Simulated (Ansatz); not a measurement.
# Ru2Rh: a closer look at a trial structure

Aim: for this structure of Ru2Rh, get its elastic tensor and repeat the electronic structure at other levels of theory.

Computed with Ansatz 0.2.0 (DFT PBE, scalar-relativistic, plane waves, PAW, unless a step names another level, unless a step's input says otherwise).

1 further run of the same task is left out (set aside as unsound or not needed). Runs told in other sessions of the task aren't counted.

**1. The structure to begin with**

Symmetry: P6_3/mmc, No. 194, hexagonal system. The conventional cell has a = 2.724 Å, b = 2.724 Å, c = 12.944 Å, α = 90.00°, β = 90.00°, γ = 120.00°. Ru (site symmetry 3m) has 9 Ru at 2.61 to 2.72 Å and 3 Rh at 2.70 Å in its first shell of neighbours. Around Rh (site symmetry -6m2) lie 6 Ru at 2.70 Å and 6 Rh at 2.72 Å.

As a file:

```cif
data_structure
_symmetry_space_group_name_H-M 'P6_3/mmc'
_symmetry_Int_Tables_number 194
_cell_length_a 2.7241
_cell_length_b 2.7241
_cell_length_c 12.9443
_cell_angle_alpha 90.000
_cell_angle_beta 90.000
_cell_angle_gamma 120.000
_cell_volume 83.19
loop_
_atom_site_label
_atom_site_type_symbol
_atom_site_symmetry_multiplicity
_atom_site_Wyckoff_symbol
_atom_site_fract_x
_atom_site_fract_y
_atom_site_fract_z
_atom_site_occupancy
Ru1 Ru 4 f 0.33333 0.66667 0.58064 1
Rh1 Rh 2 c 0.33333 0.66667 0.25000 1
```

The cell was relaxed beforehand at this level, from a generated guess; it needn't be the stable form of this composition. At a tolerance of 0.05 Å it has space group P6_3/mmc (No. 194); it has 13.86 Å³/atom, an uncorrected energy of +0.00 eV/atom over the elements and, on its mesh, gap none (metal).

**2. Elastic constants, atoms relaxed**

File input.yaml:

```yaml
crystal:
  lattice:
    - [2.7251926853, 2.89e-08, 0.0]
    - [-1.3625963677, 2.3600860813, 0.0]
    - [0.0, 0.0, 12.9675521385]
  atoms:
    - { symbol: Ru, position: [0.3333333333, 0.6666666667, 0.5804455366] }
    - { symbol: Ru, position: [0.6666666667, 0.3333333333, 0.0804455366] }
    - { symbol: Ru, position: [0.3333333333, 0.6666666667, 0.9195544634] }
    - { symbol: Ru, position: [0.6666666667, 0.3333333333, 0.4195544634] }
    - { symbol: Rh, position: [0.3333333333, 0.6666666667, 0.25] }
    - { symbol: Rh, position: [0.6666666667, 0.3333333333, 0.75] }
basis:
  ecutwfc: 420
kpoints:
  mp_grid: { grid: [18, 18, 4] }
hamiltonian:
  xc: pbe
scf:
  occupations: { method: fermi_dirac, width: 0.15 }
output:
  forces: true
  stress: true
  eigenvalues: true
elastic:
  mode: relaxed_ion
  amplitude: 0.005
  stencil: two_point
```

On the command line:

```sh
$ ansatz run input.yaml --threads 4 --pin off --max-ram 8192MiB --backend cpu --events-out ev --progress --plain --runs-dir out
```

The log of the run:

```text
Warning: RAYON_NUM_THREADS=4 ignored (pool sized by the plan → 4); use --threads N
band count auto-derived: 62 (N_el = 98.0; filled up to band 49; 59 by the electrons, moments and atoms)
Engine: ansatz 0.2.0, x86_64-unknown-linux-gnu
Pseudopotentials: kind: paw
Pseudopotential: Ru, paw, valence charge 16, recommended cutoff 420 eV (normal), Ru.paw.azcp
Pseudopotential: Rh, paw, valence charge 17, recommended cutoff 420 eV (normal), Rh.paw.azcp
Functional definition: PBE
  parameter kappa = 0.804
  parameter beta = 0.06672455060314922
  exchange = pbe_x(kappa = kappa, mu = beta*pi^2/3)
  correlation = pbe_c(beta = beta)
Crystal: 6 atoms, lattice volume = 83.403 Å³
Basis set: ecut = 420 eV, 1645 PW (Γ), exchange–correlation on 40×40×180 points (8 copies of the dense FFT grid, shifted against one another)
Bands: 62, of which v1, the nominal top of the filled ones, is band 49 counted from 1 (48 counted from 0)
Symmetry: 24 space group operations
Space group: P63/mmc (ITA 194), of the structure as read, at distance tolerance 4.4e-5 Å
k-points: 111 of 1296
Non-local potential: Ru, projectors of the file, l = 0: 3, l = 1: 2, l = 2: 2, l = 3: 1
Non-local potential: Rh, projectors of the file, l = 0: 3, l = 1: 2, l = 2: 2, l = 3: 1
PAW form: soft (Blöchl's): semilocal exchange-correlation on the pseudo side does not see the compensation charge
PAW one-centre angular grid: Ru, 590 points (default); XC on 64 Gauss nodes
PAW one-centre angular grid: Rh, 590 points (default); XC on 64 Gauss nodes
Initial density: superposition of atomic densities (neutral atoms: chi_scale 0, normalization atom), corrected by the library's trained network
Initial wavefunctions: pseudopotential atomic-orbital guess
Functional: x = pbe(κ = 0.804, μ = 0.2195149727645171), c = pbe(β = 0.06672455060314922)
SCF iter   1: F=—  HF=-36320.755996 eV  |F-HF|=—  |Δ(HF+E_count)|=         —  Δρ=7.97e-3  dr2=3.15e-2  ethr=1.77e-3  ⟨swp⟩=5.4  Hψ=22052  notcnv=0  defer=22
preconditioner: auto → Kerker (q_TF=auto, 2.803 Å⁻¹)  [metal: Δε(μ)=0.001 eV  Ē_g=6.810 eV  σ=0.150 eV  W_gap=0.00  n_scr=28 (ndim 8)  ℏωp=28.8 eV  f_vac=0.000  D(μ)=6.34/eV (n_scr^D=80)]
SCF iter   2: F=—  HF=-36320.764561 eV  |F-HF|=—  |Δ(HF+E_count)|=   8.56e-3  Δρ=4.47e-3  dr2=1.02e-2  ethr=3.22e-5  ⟨swp⟩=2.3  Hψ=12845  notcnv=0  defer=22
SCF iter   3: F=—  HF=-36320.767009 eV  |F-HF|=—  |Δ(HF+E_count)|=   2.45e-3  Δρ=4.32e-4  dr2=4.49e-4  ethr=1.04e-5  ⟨swp⟩=1.1  Hψ=6840  notcnv=0  defer=22
SCF iter   4: F=—  HF=-36320.766973 eV  |F-HF|=—  |Δ(HF+E_count)|=   3.69e-5  Δρ=2.16e-4  dr2=8.60e-5  ethr=4.58e-7  ⟨swp⟩=2.0  Hψ=7479  notcnv=0  defer=22
SCF iter   5: F=—  HF=-36320.766968 eV  |F-HF|=—  |Δ(HF+E_count)|=   4.11e-6  Δρ=4.49e-5  dr2=1.94e-6  ethr=8.78e-8  ⟨swp⟩=2.3  Hψ=9874  notcnv=0  defer=22
SCF iter   6: F=—  HF=-36320.766971 eV  |F-HF|=—  |Δ(HF+E_count)|=   2.92e-6  Δρ=1.36e-5  dr2=2.54e-7  ethr=1.98e-9  ⟨swp⟩=2.0  Hψ=11469  notcnv=0  defer=22
SCF iter   7: F=—  HF=-36320.766971 eV  |F-HF|=—  |Δ(HF+E_count)|=   1.17e-9  Δρ=3.16e-6  dr2=1.02e-8  ethr=2.60e-10  ⟨swp⟩=1.0  Hψ=6830  notcnv=0  defer=22
SCF iter   8: F=—  HF=-36320.766971 eV  |F-HF|=—  |Δ(HF+E_count)|=  2.11e-10  Δρ=7.33e-7  dr2=3.98e-10  ethr=1.04e-11  ⟨swp⟩=2.5  Hψ=11508  notcnv=0  defer=22
SCF iter   9: F=—  HF=-36320.766971 eV  |F-HF|=—  |Δ(HF+E_count)|=  1.46e-11  Δρ=1.53e-7  dr2=1.74e-11  ethr=4.06e-13 (applied; sched 1.00e-12)  ⟨swp⟩=2.6  Hψ=12090  notcnv=0  defer=29
SCF iter  10: F=—  HF=-36320.766971 eV  |F-HF|=—  |Δ(HF+E_count)|=    0.00e0  Δρ=3.44e-8  dr2=1.21e-12  ethr=1.78e-14 (applied; sched 1.00e-12)  ⟨swp⟩=2.1  Hψ=10585  notcnv=0  defer=52
SCF iter  11: F=-36320.766971 eV  HF=-36320.766971 eV  |F-HF|=0.00e0  |Δ(HF+E_count)|=    0.00e0  Δρ=9.14e-9  dr2=8.95e-14  ethr=1.00e-12  ⟨swp⟩=5.5  Hψ=24723  notcnv=0
SCF 1 converged in 11 iterations: F = -36320.766971 eV  dr2 = 8.95e-14
Crystal: 6 atoms, lattice volume = 82.986 Å³
Basis set: ecut = 420 eV, 1637 PW (Γ), exchange–correlation on 40×40×180 points (8 copies of the dense FFT grid, shifted against one another)
Symmetry: 4 space group operations
k-points: 492 of 1296
Initial density: handed on by an earlier stage of this run
Initial wavefunctions: pseudopotential atomic-orbital guess (no wavefunctions were taken with the density)
iter 1 solved again at ethr=2.59e-4 eV; its pass at ethr=3.10e-3 eV (dr2=2.54e-1 eV) is discarded
SCF iter   1: F=—  HF=-36320.846624 eV  |F-HF|=—  |Δ(HF+E_count)|=         —  Δρ=2.09e-2  dr2=2.59e-1  ethr=2.59e-4  ⟨swp⟩=1.2  Hψ=129455  notcnv=0
preconditioner: auto → Kerker (q_TF=auto, 2.805 Å⁻¹)  [metal: Δε(μ)=0.001 eV  Ē_g=6.872 eV  σ=0.150 eV  W_gap=0.00  n_scr=28 (ndim 8)  ℏωp=28.8 eV  f_vac=0.000  D(μ)=6.15/eV (n_scr^D=80)]
SCF iter   2: F=—  HF=-36320.774689 eV  |F-HF|=—  |Δ(HF+E_count)|=   7.19e-2  Δρ=7.99e-3  dr2=4.14e-2  ethr=2.59e-4  ⟨swp⟩=2.0  Hψ=50437  notcnv=0
SCF iter   3: F=—  HF=-36320.763234 eV  |F-HF|=—  |Δ(HF+E_count)|=   1.15e-2  Δρ=1.68e-3  dr2=1.02e-3  ethr=4.23e-5  ⟨swp⟩=2.0  Hψ=54707  notcnv=0
SCF iter   4: F=—  HF=-36320.763568 eV  |F-HF|=—  |Δ(HF+E_count)|=   3.34e-4  Δρ=2.25e-4  dr2=4.87e-5  ethr=1.04e-6  ⟨swp⟩=2.8  Hψ=53691  notcnv=0
SCF iter   5: F=—  HF=-36320.763557 eV  |F-HF|=—  |Δ(HF+E_count)|=   1.11e-5  Δρ=7.48e-5  dr2=8.45e-6  ethr=4.97e-8  ⟨swp⟩=2.0  Hψ=41038  notcnv=0
SCF iter   6: F=—  HF=-36320.763558 eV  |F-HF|=—  |Δ(HF+E_count)|=   1.57e-6  Δρ=1.50e-5  dr2=1.95e-7  ethr=8.62e-9  ⟨swp⟩=1.0  Hψ=30508  notcnv=0
SCF iter   7: F=—  HF=-36320.763558 eV  |F-HF|=—  |Δ(HF+E_count)|=   5.11e-9  Δρ=3.08e-6  dr2=1.72e-8  ethr=1.99e-10  ⟨swp⟩=2.6  Hψ=54116  notcnv=0
SCF iter   8: F=—  HF=-36320.763558 eV  |F-HF|=—  |Δ(HF+E_count)|=   1.40e-9  Δρ=1.17e-6  dr2=3.42e-9  ethr=1.75e-11  ⟨swp⟩=1.4  Hψ=37068  notcnv=0
SCF iter   9: F=—  HF=-36320.763558 eV  |F-HF|=—  |Δ(HF+E_count)|=  2.26e-10  Δρ=2.95e-7  dr2=1.32e-10  ethr=3.49e-12  ⟨swp⟩=1.0  Hψ=30504  notcnv=0
SCF iter  10: F=—  HF=-36320.763558 eV  |F-HF|=—  |Δ(HF+E_count)|=  7.28e-12  Δρ=1.02e-7  dr2=4.97e-12  ethr=1.35e-13 (applied; sched 1.00e-12)  ⟨swp⟩=2.0  Hψ=46706  notcnv=0
SCF iter  11: F=—  HF=-36320.763558 eV  |F-HF|=—  |Δ(HF+E_count)|=  7.28e-12  Δρ=1.59e-8  dr2=1.57e-13  ethr=5.07e-15 (applied; sched 1.00e-12)  ⟨swp⟩=2.0  Hψ=45775  notcnv=0
SCF iter  12: F=-36320.763558 eV  HF=-36320.763558 eV  |F-HF|=0.00e0  |Δ(HF+E_count)|=  7.28e-12  Δρ=5.61e-9  dr2=2.04e-14  ethr=1.00e-12  ⟨swp⟩=3.8  Hψ=88977  notcnv=0
SCF 2 converged in 12 iterations: F = -36320.763558 eV  dr2 = 2.04e-14
relax step   1: F+E_penalty+E_count = -36320.76355831 eV  Δ(F+E_penalty+E_count) = +0.000e0 eV  max|allowed force component| = 1.303e-2 eV/Å  Δτ_max = 0.0000 Å  (12 SCF iters, accepted)
[... from here on, the SCF cycles and remarks between the steps are left out ...]
relax step   2: F+E_penalty+E_count = -36320.76359021 eV  Δ(F+E_penalty+E_count) = -3.189e-5 eV  max|allowed force component| = 5.969e-3 eV/Å  Δτ_max = 0.0017 Å  (9 SCF iters, accepted)
relax step   3: F+E_penalty+E_count = -36320.76359739 eV  Δ(F+E_penalty+E_count) = -7.185e-6 eV  max|allowed force component| = 1.827e-4 eV/Å  Δτ_max = 0.0005 Å  (9 SCF iters, accepted)
relax step   4: F+E_penalty+E_count = -36320.76359739 eV  Δ(F+E_penalty+E_count) = -2.947e-9 eV  max|allowed force component| = 7.394e-5 eV/Å  Δτ_max = 0.0000 Å  (11 SCF iters, accepted)
relax step   5: F+E_penalty+E_count = -36320.76359739 eV  Δ(F+E_penalty+E_count) = -5.748e-10 eV  max|allowed force component| = 2.521e-6 eV/Å  Δτ_max = 0.0000 Å  (10 SCF iters, accepted)
relax step   1: F+E_penalty+E_count = -36320.76366243 eV  Δ(F+E_penalty+E_count) = +0.000e0 eV  max|allowed force component| = 1.246e-2 eV/Å  Δτ_max = 0.0000 Å  (12 SCF iters, accepted)
relax step   2: F+E_penalty+E_count = -36320.76369868 eV  Δ(F+E_penalty+E_count) = -3.625e-5 eV  max|allowed force component| = 2.218e-4 eV/Å  Δτ_max = 0.0011 Å  (9 SCF iters, accepted)
relax step   3: F+E_penalty+E_count = -36320.76369869 eV  Δ(F+E_penalty+E_count) = -5.348e-9 eV  max|allowed force component| = 3.214e-6 eV/Å  Δτ_max = 0.0000 Å  (10 SCF iters, accepted)
relax step   1: F+E_penalty+E_count = -36320.76321212 eV  Δ(F+E_penalty+E_count) = +0.000e0 eV  max|allowed force component| = 3.606e-2 eV/Å  Δτ_max = 0.0000 Å  (12 SCF iters, accepted)
relax step   2: F+E_penalty+E_count = -36320.76331844 eV  Δ(F+E_penalty+E_count) = -1.063e-4 eV  max|allowed force component| = 7.744e-3 eV/Å  Δτ_max = 0.0019 Å  (9 SCF iters, accepted)
relax step   3: F+E_penalty+E_count = -36320.76332362 eV  Δ(F+E_penalty+E_count) = -5.179e-6 eV  max|allowed force component| = 3.233e-5 eV/Å  Δτ_max = 0.0003 Å  (8 SCF iters, accepted)
relax step   1: F+E_penalty+E_count = -36320.76332766 eV  Δ(F+E_penalty+E_count) = +0.000e0 eV  max|allowed force component| = 3.497e-2 eV/Å  Δτ_max = 0.0000 Å  (12 SCF iters, accepted)
relax step   2: F+E_penalty+E_count = -36320.76344208 eV  Δ(F+E_penalty+E_count) = -1.144e-4 eV  max|allowed force component| = 2.879e-3 eV/Å  Δτ_max = 0.0015 Å  (9 SCF iters, accepted)
relax step   3: F+E_penalty+E_count = -36320.76344285 eV  Δ(F+E_penalty+E_count) = -7.762e-7 eV  max|allowed force component| = 1.363e-5 eV/Å  Δτ_max = 0.0001 Å  (7 SCF iters, accepted)
relax step   1: F+E_penalty+E_count = -36320.76612168 eV  Δ(F+E_penalty+E_count) = +0.000e0 eV  max|allowed force component| = 1.460e-2 eV/Å  Δτ_max = 0.0000 Å  (11 SCF iters, accepted)
relax step   2: F+E_penalty+E_count = -36320.76614337 eV  Δ(F+E_penalty+E_count) = -2.169e-5 eV  max|allowed force component| = 8.820e-3 eV/Å  Δτ_max = 0.0020 Å  (8 SCF iters, accepted)
relax step   3: F+E_penalty+E_count = -36320.76615618 eV  Δ(F+E_penalty+E_count) = -1.281e-5 eV  max|allowed force component| = 3.342e-5 eV/Å  Δτ_max = 0.0008 Å  (7 SCF iters, accepted)
relax step   1: F+E_penalty+E_count = -36320.76612168 eV  Δ(F+E_penalty+E_count) = +0.000e0 eV  max|allowed force component| = 1.460e-2 eV/Å  Δτ_max = 0.0000 Å  (11 SCF iters, accepted)
relax step   2: F+E_penalty+E_count = -36320.76615614 eV  Δ(F+E_penalty+E_count) = -3.446e-5 eV  max|allowed force component| = 5.459e-4 eV/Å  Δτ_max = 0.0013 Å  (8 SCF iters, accepted)
relax step   3: F+E_penalty+E_count = -36320.76615618 eV  Δ(F+E_penalty+E_count) = -3.367e-8 eV  max|allowed force component| = 1.594e-4 eV/Å  Δτ_max = 0.0000 Å  (11 SCF iters, accepted)
relax step   4: F+E_penalty+E_count = -36320.76615618 eV  Δ(F+E_penalty+E_count) = -2.292e-9 eV  max|allowed force component| = 2.395e-5 eV/Å  Δτ_max = 0.0000 Å  (10 SCF iters, accepted)
iter 1 solved again at ethr=1.00e-12 eV; its pass at ethr=3.10e-3 eV (dr2=1.63e-10 eV) is discarded
SCF iter   1: F=—  HF=-36320.766154 eV  |F-HF|=—  |Δ(HF+E_count)|=         —  Δρ=9.39e-7  dr2=1.84e-10  ethr=1.00e-12  ⟨swp⟩=2.0  Hψ=155691  notcnv=0
SCF iter   2: F=—  HF=-36320.766156 eV  |F-HF|=—  |Δ(HF+E_count)|=   2.40e-6  Δρ=4.36e-7  dr2=3.79e-11  ethr=1.87e-13 (applied; sched 1.00e-12)  ⟨swp⟩=3.0  Hψ=103730  notcnv=0
SCF iter   3: F=—  HF=-36320.766156 eV  |F-HF|=—  |Δ(HF+E_count)|=  7.28e-12  Δρ=2.96e-7  dr2=1.78e-11  ethr=3.87e-14 (applied; sched 1.00e-12)  ⟨swp⟩=1.0  Hψ=40424  notcnv=0
SCF iter   4: F=—  HF=-36320.766156 eV  |F-HF|=—  |Δ(HF+E_count)|=    0.00e0  Δρ=1.76e-7  dr2=6.49e-12  ethr=1.82e-14 (applied; sched 1.00e-12)  ⟨swp⟩=1.0  Hψ=40424  notcnv=0
SCF iter   5: F=—  HF=-36320.766156 eV  |F-HF|=—  |Δ(HF+E_count)|=    0.00e0  Δρ=1.50e-7  dr2=4.76e-12  ethr=6.62e-15 (applied; sched 1.00e-12)  ⟨swp⟩=1.0  Hψ=40424  notcnv=0
SCF iter   6: F=—  HF=-36320.766156 eV  |F-HF|=—  |Δ(HF+E_count)|=    0.00e0  Δρ=1.36e-7  dr2=3.88e-12  ethr=4.86e-15 (applied; sched 1.00e-12)  ⟨swp⟩=1.0  Hψ=40424  notcnv=0
SCF iter   7: F=—  HF=-36320.766156 eV  |F-HF|=—  |Δ(HF+E_count)|=    0.00e0  Δρ=9.60e-8  dr2=1.92e-12  ethr=3.96e-15 (applied; sched 1.00e-12)  ⟨swp⟩=1.0  Hψ=40424  notcnv=0
SCF iter   8: F=—  HF=-36320.766156 eV  |F-HF|=—  |Δ(HF+E_count)|=  7.28e-12  Δρ=5.05e-8  dr2=5.25e-13  ethr=1.96e-15 (applied; sched 1.00e-12)  ⟨swp⟩=1.0  Hψ=40424  notcnv=0
SCF iter   9: F=—  HF=-36320.766156 eV  |F-HF|=—  |Δ(HF+E_count)|=  7.28e-12  Δρ=2.78e-8  dr2=1.57e-13  ethr=5.35e-16 (applied; sched 1.00e-12)  ⟨swp⟩=1.0  Hψ=40424  notcnv=0
iter 10 did not close the SCF: its close was put off for the readings that it lacked (scf_convergence_deferred on its scf_iter line)
SCF iter  10: F=-36320.766156 eV  HF=-36320.766156 eV  |F-HF|=7.28e-12  |Δ(HF+E_count)|=  7.28e-12  Δρ=2.00e-9  dr2=2.26e-15  ethr=1.61e-16 (applied; sched 1.00e-12)  ⟨swp⟩=1.8  Hψ=59252  notcnv=0
iter 11 did not close the SCF: its close was put off for the readings that it lacked (scf_convergence_deferred on its scf_iter line)
SCF iter  11: F=-36320.766156 eV  HF=-36320.766156 eV  |F-HF|=0.00e0  |Δ(HF+E_count)|=  7.28e-12  Δρ=1.21e-9  dr2=9.19e-16  ethr=1.02e-16 (applied; sched 1.00e-12)  ⟨swp⟩=1.0  Hψ=40424  notcnv=0
iter 12 did not close the SCF: its close was put off for the readings that it lacked (scf_convergence_deferred on its scf_iter line)
SCF iter  12: F=-36320.766156 eV  HF=-36320.766156 eV  |F-HF|=0.00e0  |Δ(HF+E_count)|=    0.00e0  Δρ=1.92e-10  dr2=6.91e-17  ethr=1.02e-16 (applied; sched 1.00e-12)  ⟨swp⟩=1.0  Hψ=40424  notcnv=0
iter 13 did not close the SCF: its close was put off for the readings that it lacked (scf_convergence_deferred on its scf_iter line)
SCF iter  13: F=-36320.766156 eV  HF=-36320.766156 eV  |F-HF|=0.00e0  |Δ(HF+E_count)|=    0.00e0  Δρ=1.04e-10  dr2=5.13e-18  ethr=1.02e-16 (applied; sched 1.00e-12)  ⟨swp⟩=1.0  Hψ=40424  notcnv=0
SCF iter  14: F=-36320.766156 eV  HF=-36320.766156 eV  |F-HF|=0.00e0  |Δ(HF+E_count)|=    0.00e0  Δρ=3.71e-11  dr2=1.86e-18  ethr=1.00e-12  ⟨swp⟩=1.3  Hψ=84087  notcnv=0
SCF 28 converged in 14 iterations: F = -36320.766156 eV  dr2 = 1.86e-18
SCF converged after 11 iterations
Free energy (F): -36320.766971 eV
Harris-Foulkes:  -36320.766971 eV  (|F-HF|=0.00e0)
Internal energy: -36320.295615 eV  (E = F + TS)
E sigma→0 (E₀):  -36320.531293 eV
Entropy (-TS):   -0.471356 eV (-78.559 meV/atom)
Fermi energy:    22.695398 eV
--- Per-component energies (eV) ---
  E_band       = -429.029236
  E_kinetic    = 3200.962361
  E_local      = -8301.658156  (includes V_loc(G=0)·N_el)
  E_nonlocal   = 2080.744152
  E_hartree    = 2766.161970
  E_xc         = -1205.387636
  E_vxc        = -1513.236327  (∫ρ·V_xc dr)
  E_paw        = -21016.307915  (= ΣΔE_a)
  E_vpaw       = -1428.166228  (= ΣTr[D̂ρ^β])
  E_aug_tail   = 0.001019  (compensation charges beyond the density's cutoff)
  E_ewald      = -13844.811410
  E_smearing   = -0.471356  (= −TS)
  E_closure    = 0.000000  (closes the sum)
  Σ components = -36320.766971   (vs F -36320.766971, Δ=0.00e0)
--- Forces (eV/Å), atoms counted from 1 ---
  atom   1  Ru     0.00000000     0.00000000    -0.00004125
  atom   2  Ru    -0.00000000    -0.00000000    -0.00004125
  atom   3  Ru     0.00000000     0.00000000     0.00004125
  atom   4  Ru     0.00000000    -0.00000000     0.00004125
  atom   5  Rh     0.00000000     0.00000000     0.00000000
  atom   6  Rh     0.00000000    -0.00000000     0.00000000
  max |Σ_I F_I| component: 4.63e-18 eV/Å
--- Stress (GPa, compression-positive) ---
       -0.002399       0.000000       0.000000
        0.000000      -0.002399       0.000000
        0.000000       0.000000       0.002224
  P = ⅓ Tr σ = -0.0009 GPa (-0.009 kbar)
--- Band table (eV; the first three rows and the last of 111) ---
  k-point 0: bands = ["-56.1715", "-56.1715", "-50.4643", "-50.4637", "-50.3428", "-50.3422", "-24.1320", "-24.1290", "-23.7630", "-23.7630", "-23.7630", "-23.7630", "-20.7495", "-20.7213", "-20.1152", "-20.0892", "-20.0459", "-20.0459", "-20.0454", "-20.0454", "-19.9416", "-19.9416", "-19.9410", "-19.9410", "14.7389", "15.7935", "15.8368", "16.5582", "16.7656", "16.8553", "19.3936", "19.6091", "19.6091", "19.7544", "19.7544", "19.8315", "19.8315", "19.9841", "20.0109", "20.0761", "20.0761", "20.1785", "20.1785", "20.5633", "20.5633", "20.9517", "21.0071", "21.0071", "21.2152", "21.9091", "21.9091", "22.2589", "22.2589", "23.0433", "23.0433", "23.5860", "23.5860", "23.6161", "23.6161", "23.7842", "32.1267", "35.4859"]
[... 3 lines left out ...]
--- Elastic constants: 3 strain directions × 2 members + reference (group order 24) ---
  dense FFT box of the reference and of every strained cell: 20×20×90
  strains applied: 11, 33, 23; error gains: componentwise 1.00 (the most a stress slope's error grows in a printed constant), spectral 1.41 (1 for all six strains in a standard setting)
  C = ∂σ_k/∂η_j (tension-positive GPa; Voigt order 11 22 33 23 13 12):
       511.098    175.112    162.329      0.000      0.000     -0.000
       175.112    511.098    162.329      0.000      0.000     -0.000
       162.323    162.323    551.386      0.000      0.000     -0.000
         0.000      0.000      0.000    124.873     -0.000      0.000
         0.000      0.000      0.000     -0.000    124.873      0.000
        -0.000      0.000      0.000      0.000      0.000    167.993
  reference stress σ⁰ (GPa):      0.002      0.002     -0.002     -0.000     -0.000     -0.000
  C* (energy form; C + prestress term) asymmetry max|C*_kj − C*_jk| = 1.041e-2 GPa — a small one proves nothing (zero by symmetry where the batch's group is 432, −43m or m−3m); a large one is finite-difference/SCF noise where every solve meets its electron count
  moduli (Voigt/Reuss/Hill, GPa): K = 285.90/285.75/285.83   G = 155.14/150.65/152.89   E = 389.27   ν = 0.273
  mechanically stable: yes (min eigenvalue of sym C = 124.87 GPa)
  strain η (Voigt 11):  stress-route row diagonal C_11 = 511.10 GPa, energy-path curvature d²(F+E_count+ΔE)/dδ²/Ω₀ = 511.01 GPa
         δ    σ_11 (GPa)             F (eV)   n_scf  n_hpsi   n_pw
    -5.000e-3      -2.6174      -36320.7635974      13  585551   1654   relax 5 steps, max|allowed force component| 2.52e-6 eV/Å
     5.000e-3       2.4936      -36320.7636987      14  603720   1666   relax 3 steps, max|allowed force component| 3.21e-6 eV/Å
  strain η (Voigt 33):  stress-route row diagonal C_33 = 551.39 GPa, energy-path curvature d²(F+E_count+ΔE)/dδ²/Ω₀ = 551.32 GPa
         δ    σ_33 (GPa)             F (eV)   n_scf  n_hpsi   n_pw
    -5.000e-3      -2.8194      -36320.7633236      14  137013   1652   relax 3 steps, max|allowed force component| 3.23e-5 eV/Å
     5.000e-3       2.6945      -36320.7634429      12  122376   1673   relax 3 steps, max|allowed force component| 1.36e-5 eV/Å
  strain η (Voigt 23):  stress-route row diagonal C_44 = 124.87 GPa, energy-path curvature d²(F+E_count+ΔE)/dδ²/Ω₀ = 124.87 GPa
         δ    σ_23 (GPa)             F (eV)   n_scf  n_hpsi   n_pw
    -5.000e-3      -0.6244      -36320.7661562      12  719084   1660   relax 3 steps, max|allowed force component| 3.34e-5 eV/Å
     5.000e-3       0.6244      -36320.7661562      14  815956   1660   relax 4 steps, max|allowed force component| 2.40e-5 eV/Å
```

It took 4.4 min on 4 threads of AMD EPYC 9R45 (Zen 5), shared host; peak memory 2.4 GiB.

Derived from the tensor and the density, 12.147 g/cm³, with v_l = √((B+4G/3)/ρ), v_t = √(G/ρ), v_m = [(2/v_t³+1/v_l³)/3]^(−1/3) and Θ = (ħ/k_B)·v_m·(6π²n/V)^(1/3):

| quantity | value |
| --- | --- |
| bulk modulus B | 285.8 GPa |
| shear modulus G | 152.9 GPa |
| B/G | 1.87 |
| universal anisotropy index | 0.15 |
| sound speeds v_l, v_t | 6349, 3548 m/s |
| Debye temperature Θ | 489 K |

Young's modulus by Cartesian direction:

| direction | E (GPa) |
| --- | --- |
| (1, 0, 0) | 428 |
| (0, 1, 0) | 428 |
| (0, 0, 1) | 475 |
| (1, 1, 0) | 428 |
| (1, 0, 1) | 349 |
| (0, 1, 1) | 349 |
| (1, 1, 1) | 353 |

(Part 1 of 3 ends here.)
